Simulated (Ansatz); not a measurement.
# Cl2FSi: the cost of one run

Program: Ansatz 0.2.0. Level of theory: RKS PBE0-D4/def2-TZVP. These are calculated values, not measurements.

## 1. The structure to begin with

Bond lengths: F1–Si2 1.658 Å, Si2–Cl3 2.204 Å, Si2–Cl4 2.204 Å. Angles: F1–Si2–Cl3 94.8°, F1–Si2–Cl4 94.8°, Cl3–Si2–Cl4 99.3°.

Coordinates:

```xyz
4

F     1.1535   -0.3020    0.9289
Si    0.1630   -0.6767   -0.3474
Cl   -1.7077   -0.3002    0.7558
Cl    0.3912    1.2789   -1.3373
```

## 2. End point A

input.yaml

```yaml
crystal:
  periodic: [false, false, false]
  atoms:
    - { symbol: F, position_ang: [1.15351, -0.30205, 0.92887] }
    - { symbol: Si, position_ang: [0.16297, -0.67669, -0.34737] }
    - { symbol: Cl, position_ang: [-1.70772, -0.30017, 0.75579] }
    - { symbol: Cl, position_ang: [0.39124, 1.27891, -1.33729] }
total_charge: -1
basis:
  gaussian: { orbitals: def2-TZVP }
hamiltonian:
  xc: pbe0
  dispersion: d4
relax:
  f_tol: 0.015
  max_steps: 40
```

Started as:

```console
$ ansatz run input.yaml --threads 2 --pin off --max-ram 3072MiB --backend cpu --events-out ev --progress --plain --runs-dir out
```

Q: Estimate wall time and peak memory on 2 threads of Arm Neoverse V1, shared host.

About 18 s, with a peak of 0.32 GiB.
